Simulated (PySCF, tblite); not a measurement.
# C₃H₁₂BNO: infrared bands and NMR shifts

Aim: predict the infrared bands and NMR shifts of C₃H₁₂BNO (`CN[BH2-][O+](C)C`).

Programs: tblite 0.8.0 and PySCF 2.14.0, with density-fitted response routines of our own. Each step states its level of theory. These are calculated values for one molecule in the gas phase, unless marked as measured. Atoms count from 0, in the outputs and in this text.

### Step 1. The molecule as given

18 atoms, charge 0, multiplicity 1; geometry from: GFN2-xTB.

Bonds of the start (Å): C0–N1 1.44, N1–B2 1.37, O3–C4 1.40, O3–C5 1.41, C0–H6 1.09, C0–H7 1.09, C0–H8 1.09, N1–H9 1.01, B2–H10 1.17, B2–H11 1.17, C4–H12 1.09, C4–H13 1.10, C4–H14 1.10, C5–H15 1.10, C5–H16 1.09, C5–H17 1.10.

### Step 2. Vibrational analysis with GFN2-xTB

The job: settings as JSON, then the geometry in Å.

```
{"job": {"kind": "ir", "xc": "GFN2-xTB", "basis": "xTB"}, "charge": 0, "multiplicity": 1}
C      2.103432     0.165501    -0.730235
N      1.428312    -1.020645    -0.256482
B      1.026722    -1.305553     1.026366
O     -1.236900     0.829730    -1.238454
C     -1.957033    -0.370140    -1.113474
C     -1.193565     1.561285    -0.038903
H      3.044685    -0.093644    -1.223716
H      2.318926     0.817393     0.113428
H      1.473161     0.704365    -1.442542
H      1.227188    -1.658261    -1.013936
H      0.460244    -2.312359     1.232269
H      1.256409    -0.538530     1.883943
H     -1.916337    -0.863158    -2.082842
H     -3.004371    -0.177339    -0.848677
H     -1.512429    -1.018741    -0.348824
H     -2.202514     1.835428     0.294859
H     -0.623261     2.465167    -0.243530
H     -0.701429     0.985818     0.754334
```

**Question.** This job is followed by: GIAO PBE0/pcSseg-1 NMR shielding, non-relativistic, gas phase. What will the session give for the following? strongest single infrared mode (GFN2-xTB); zero-point energy (GFN2-xTB); 13C shifts against TMS (PBE0/pcSseg-1); 1H shifts against TMS (PBE0/pcSseg-1); 15N shifts against NH3 (PBE0/pcSseg-1); 11B shifts against BF3·OEt2 (PBE0/pcSseg-1); 17O shifts against H2O (PBE0/pcSseg-1).

**Answer**, as computed:

```
                                   quantity                                                                       value
  strongest single infrared mode (GFN2-xTB)                                                       2619 cm⁻¹, 216 km/mol
               zero-point energy (GFN2-xTB)                                                               96.0 kcal/mol
     13C shifts against TMS (PBE0/pcSseg-1)                                                        63.6, 61.9, 40.2 ppm
      1H shifts against TMS (PBE0/pcSseg-1)  4.75, 4.67, 4.63, 3.72, 3.72, 3.49, 3.26, 3.16, 3.13, 3.13, 3.07, 3.07 ppm
     15N shifts against NH3 (PBE0/pcSseg-1)                                                                   142.8 ppm
11B shifts against BF3·OEt2 (PBE0/pcSseg-1)                                                                    34.6 ppm
     17O shifts against H2O (PBE0/pcSseg-1)                                                                     3.1 ppm
```

What this shows: All 48 modes are real, so the xTB geometry is a minimum. The strongest single mode, at 2619 cm⁻¹, moves mainly H11 and H10. Unscaled tight-binding wavenumbers are off by several per cent, some by more. Its intensities can rank the bands wrongly. The structure rearranged or came apart on optimisation; the results belong to the end geometry, not to the formula as drawn. Shifts at one fixed geometry are not the observed spectrum, which averages over the motion. At PBE0/pcSseg-1: The largest span, 218 ppm, is at N1, where the paramagnetic term is -198 ppm.
